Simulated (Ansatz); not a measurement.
# CH8N2OSi: the cost of one run

All numbers below are computed with Ansatz 0.2.0 (RKS PBE0/6-31G).

**1. The system as given**

Bond lengths: Si1–O2 1.680 Å, O2–C3 1.420 Å, C3–H4 1.110 Å, C3–H5 1.110 Å, C3–H6 1.110 Å, Si1–N7 1.820 Å, N7–H8 1.060 Å, N7–H9 1.060 Å, Si1–H10 1.459 Å, Si1–N11 1.819 Å, N11–H12 1.060 Å, N11–H13 1.060 Å. Angles (14 of 19 angles, heavy atoms first): Si1–O2–C3 125.0°, O2–Si1–N7 109.5°, O2–Si1–N11 109.5°, N7–Si1–N11 109.5°, O2–Si1–H10 109.5°, N7–Si1–H10 109.5°, H10–Si1–N11 109.5°, O2–C3–H4 109.5°, O2–C3–H5 109.5°, O2–C3–H6 109.5°, Si1–N7–H8 120.0°, Si1–N7–H9 120.0°, Si1–N11–H12 120.0°, Si1–N11–H13 120.0°.

Structure file:

```xyz
13

Si    0.0000    0.0000    0.0000
O     0.0000    0.0000    1.6800
C    -1.1112   -0.3437    2.4945
H    -1.8140   -0.9775    1.9143
H    -0.7584   -0.9037    3.3856
H    -1.6313    0.5809    2.8212
N     1.7163    0.0000   -0.6061
H     2.2145   -0.9180   -0.7868
H     2.2175    0.9180   -0.7783
H    -0.6877    1.1914   -0.4862
N    -0.8572   -1.4851   -0.6061
H    -1.3922   -2.1014    0.0704
H    -0.8219   -1.7344   -1.6357
```

**2. Preparing the start**

Contents of input.yaml:

```yaml
crystal:
  periodic: [false, false, false]
  atoms:
    - { symbol: Si, position_ang: [0.0, 0.0, 0.0] }
    - { symbol: O, position_ang: [0.0, 0.0, 1.68] }
    - { symbol: C, position_ang: [-1.1112, -0.3437, 2.4945] }
    - { symbol: H, position_ang: [-1.814, -0.9775, 1.9143] }
    - { symbol: H, position_ang: [-0.7584, -0.9037, 3.3856] }
    - { symbol: H, position_ang: [-1.6313, 0.5809, 2.8212] }
    - { symbol: "N", position_ang: [1.7163, 0.0, -0.6061] }
    - { symbol: H, position_ang: [2.2145, -0.918, -0.7868] }
    - { symbol: H, position_ang: [2.2175, 0.918, -0.7783] }
    - { symbol: H, position_ang: [-0.6877, 1.1914, -0.4862] }
    - { symbol: "N", position_ang: [-0.8572, -1.4851, -0.6061] }
    - { symbol: H, position_ang: [-1.3922, -2.1014, 0.0704] }
    - { symbol: H, position_ang: [-0.8219, -1.7344, -1.6357] }
basis:
  gaussian: { orbitals: "6-31G" }
hamiltonian:
  xc: pbe0
relax:
  f_tol: 0.02
  max_steps: 40
output:
  orbitals: {}
```

Command:

```console
ansatz run input.yaml --threads 1 --pin off --max-ram 2048MiB --backend cpu --events-out ev --progress --plain --runs-dir out
```

Q: Estimate wall time and peak memory on 1 thread of Arm Neoverse V2, shared host.

About 1.9 min, with a peak of 0.16 GiB.
